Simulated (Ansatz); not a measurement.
**HfIn4SiO6 under changes of volume**

One of the cells (19.254 Å³/atom); the others are scaled copies at fixed shape and fractional positions:

```
Hf In Si O
1.0
     5.69867    0.00381    0.01559
    -0.70506    6.10815   -0.00575
    -2.73718   -1.39557    6.63076
Hf In Si O
1 4 1 6
Cartesian
  0.2972 -0.0900 0.8831
  -0.4860 5.0863 4.8335
  2.9601 -0.6377 3.2997
  -0.4663 2.2403 3.5350
  2.4974 2.6606 1.3677
  2.2933 1.4988 5.6832
  0.7088 1.2617 5.2639
  3.2588 1.4387 4.3619
  5.4139 1.6003 0.0368
  2.4594 2.8937 6.5395
  -0.6297 -0.1526 2.6118
  2.1007 0.3624 1.4524
```

The cell was built by a generator and needn't be a form met in nature.

| Item | Value |
| --- | --- |
| Program | Ansatz 0.2.0 |
| Functional | PBE |
| Potentials or basis | Ansatz PAW |
| Cutoff | 420 eV (not typed: the program's choice for these potentials) |
| k mesh | 5 × 5 × 4 |
| Occupations | fermi-dirac, width 0.05 eV |
| Spin | no spin polarisation |

| volume (Å³/atom) | energy over the lowest point (meV/atom) | pressure (GPa) | gap on the mesh (eV) | largest force (eV/Å) |
| --- | --- | --- | --- | --- |
| 18.099 | 20.79 | 6.1 | 0.77 | 1.012 |
| 18.484 | ? | ? | ? | ? |
| 18.869 | 2.15 | 1.8 | 0.85 | 0.313 |
| 19.254 | 0.00 | 0.0 | 0.89 | 0.006 |
| 19.640 | 1.96 | -1.6 | 0.93 | 0.293 |
| 20.025 | 7.65 | -3.1 | 0.97 | 0.566 |
| 20.410 | 16.66 | -4.4 | 1.02 | 0.821 |

Q: What does the run at 18.484 Å³/atom give?

A: Energy over the lowest point 8.91 meV/atom; pressure 3.8 GPa; gap on the mesh 0.81 eV; largest force 0.650 eV/Å.

Worked out: A Birch-Murnaghan fit of order 3 (a polynomial in V^(-2/3)) to the other rows has its minimum at 19.26 Å³/atom with B0 = V·E''(V) = 86 GPa and B' = 4.4 at fixed shape and positions, which overstates the stiffness. It gives 8.91 meV/atom at 18.484 Å³/atom, against the run's 8.91, and -dE/dV = 3.8 GPa, against 3.8. A straight line through the other rows of the gap, of slope 2.05 eV per unit of ln V, gives 0.81 eV, against the run's 0.81.

Energies are extrapolated to zero smearing.

Caveats: odd divisions of the mesh miss points on the zone boundary, where band edges often lie, so the gap on the mesh can be too wide; spin-orbit coupling is left out, which moves the levels of the heavy elements; forces of over 1 eV/Å show positions far from the minimum, so gaps and moduli don't describe the material at rest (some runs).

A mesh can miss the band edges.
